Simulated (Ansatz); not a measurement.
# C2H7Ga (SMILES [CH3][GaH][CH3]): B3LYP/6-31G(d) (Cartesian functions)

Aim: the vertical ionisation energy of C2H7Ga at B3LYP/6-31G* (Cartesian functions), from 2 runs. 

Program for the calculation: Ansatz 0.2.0.

47 further runs of the same task are left out: 1 that didn't finish, 46 set aside as unsound or not needed.

**1. The system as given**

The species is C2H7Ga (10 atoms), meant as a singlet with charge 0. As SMILES, `[CH3][GaH][CH3]`. The coordinates come from a PBE0-D4/def2-TZVP relaxation.

Bond lengths: C1–Ga2 1.971 Å, Ga2–C3 1.971 Å, C1–H4 1.096 Å, C1–H5 1.091 Å, C1–H6 1.092 Å, Ga2–H7 1.579 Å, C3–H8 1.096 Å, C3–H9 1.091 Å, C3–H10 1.092 Å. Some angles: C1–Ga2–C3 120.1°, C1–Ga2–H7 120.0°, C3–Ga2–H7 119.9°, Ga2–C1–H4 109.0°, Ga2–C1–H5 112.5°, Ga2–C1–H6 111.5°, Ga2–C3–H8 109.0°, Ga2–C3–H9 112.5°, Ga2–C3–H10 111.5°, H4–C1–H5 107.5°.

**2. A single-point energy at B3LYP/6-31G(d) (Cartesian functions)**

molecule.yaml

```yaml
crystal:
  periodic: [false, false, false]
  atoms:
    - {symbol: C, position_ang: [-1.063400, 1.142800, -0.711800]}
    - {symbol: Ga, position_ang: [0.649000, 0.266100, -0.281300]}
    - {symbol: C, position_ang: [0.681500, -1.321500, 0.886900]}
    - {symbol: H, position_ang: [-1.533700, 0.614200, -1.548200]}
    - {symbol: H, position_ang: [-0.935400, 2.183800, -1.011500]}
    - {symbol: H, position_ang: [-1.759700, 1.095200, 0.128600]}
    - {symbol: H, position_ang: [1.997300, 0.836500, -0.872600]}
    - {symbol: H, position_ang: [0.687700, -0.994000, 1.932300]}
    - {symbol: H, position_ang: [1.569300, -1.935900, 0.730500]}
    - {symbol: H, position_ang: [-0.209600, -1.938300, 0.750100]}
basis:
  gaussian: {orbitals: "6-31G*"}
hamiltonian: {xc: {name: B3LYP}}
accuracy: high
output: {orbitals: {seedname: orbitals}}
```

Command:

```console
$ ansatz run molecule.yaml --threads 1 --pin off --max-ram 3480MiB --events-out events.jsonl --progress --plain --runs-dir runs
```

Log:

```text
Warning: RAYON_NUM_THREADS=1 ignored (pool sized by the plan → 1); use --threads N
Functional definition: B3LYP
  name "B3LYP"
  parameter a0 = 0.2
  parameter ax = 0.72
  parameter ac = 0.81
  exchange = (1 - a0 - ax)*slater_x + ax*b88_x + a0*exact_x
  correlation = (1 - ac)*vwn_rpa_c + ac*lyp_c
1765 factors; integrals over basis functions are off by at most 4.6e-9 eV
mean field evaluation 1: about -54550.6547 eV, gradient 6.5e1 eV
mean field evaluation 2: about -54544.6830 eV, gradient 7.9e1 eV
mean field evaluation 4: about -54560.0088 eV, gradient 3.1e0 eV
mean field evaluation 8: about -54560.1278 eV, gradient 8.0e-2 eV
mean field evaluation 16: about -54560.1278 eV, gradient 2.2e-6 eV
mean field -54560.12783691 eV, -2005.0477158234 hartree, gradient 7.2e-8 eV, S^2 0.000000; 0 other end points of the search recorded, 0 dependent functions left out
reference -54560.12788008 eV, -2005.0477174099 hartree; 25, 25 occupied and 54, 54 virtual orbitals, 1765 factors
Total energy: -54560.12788008 eV, -2005.0477174099 hartree
```

Run time: 7.5 s. Hardware: 1 thread of Arm Neoverse V1, shared host; peak memory 0.26 GiB.

**3. The doublet cation, same level**

Changes to molecule.yaml since step 2:

```diff
@@ -14,5 +14,11 @@
 basis:
-  gaussian: {orbitals: "6-31G*"}
-hamiltonian: {xc: {name: B3LYP}}
+  gaussian:
+    orbitals: "6-31G*"
+output: {orbitals: {seedname: orbitals}}
+hamiltonian:
+  xc: {name: B3LYP}
 accuracy: high
-output: {orbitals: {seedname: orbitals}}
+total_charge: 1
+magnetization:
+  spin_polarized: true
+  initial_magnetization: 1
```

Command:

```console
$ ansatz run molecule.yaml --threads 1 --pin off --max-ram 3480MiB --events-out events.jsonl --progress --plain --runs-dir runs
```

Log (excerpt; [...] marks lines left out):

```text
Warning: RAYON_NUM_THREADS=1 ignored (pool sized by the plan → 1); use --threads N
[... 7 set-up lines as earlier in the session ...]
1765 factors; integrals over basis functions are off by at most 4.6e-9 eV
mean field evaluation 1: about -54531.5808 eV, gradient 6.2e1 eV
mean field evaluation 2: about -54508.1744 eV, gradient 8.3e1 eV
mean field evaluation 4: about -54549.2920 eV, gradient 1.1e1 eV
mean field evaluation 8: about -54550.3860 eV, gradient 4.2e-1 eV
mean field evaluation 16: about -54550.5024 eV, gradient 8.8e-3 eV
mean field evaluation 32: about -54549.9230 eV, gradient 6.6e0 eV
mean field -54550.50240499 eV, -2004.6939877248 hartree, gradient 1.0e-7 eV, S^2 0.760537; 3 other end points of the search recorded, 0 dependent functions left out
reference -54550.50244570 eV, -2004.6939892207 hartree; 25, 24 occupied and 54, 55 virtual orbitals, 1765 factors
Total energy: -54550.50244570 eV, -2004.6939892207 hartree
```

It took 22 s on 1 thread of Arm Neoverse V1, shared host; peak memory 0.39 GiB.

**4. Summary of results**

Level: B3LYP/6-31G* (Cartesian functions).

```
                                          quantity           value
                      singlet C2H7Ga: total energy  -2005.04772 Eh
                       singlet C2H7Ga: HOMO energy        -7.23 eV
                       singlet C2H7Ga: LUMO energy        -1.12 eV
                     singlet C2H7Ga: HOMO–LUMO gap         6.10 eV
                      doublet cation: total energy  -2004.69399 Eh
doublet cation: HOMO energy (highest over α and β)       -13.36 eV
 doublet cation: LUMO energy (lowest over α and β)       -12.02 eV
                              doublet cation: ⟨S²⟩           0.761
vertical ionisation energy (to the doublet cation)        9.625 eV
```

In words: The vertical ionisation energy comes to 9.63 eV (222 kcal/mol). −ε(HOMO) before ionisation, 7.23 eV, is 2.40 eV below this ionisation energy.
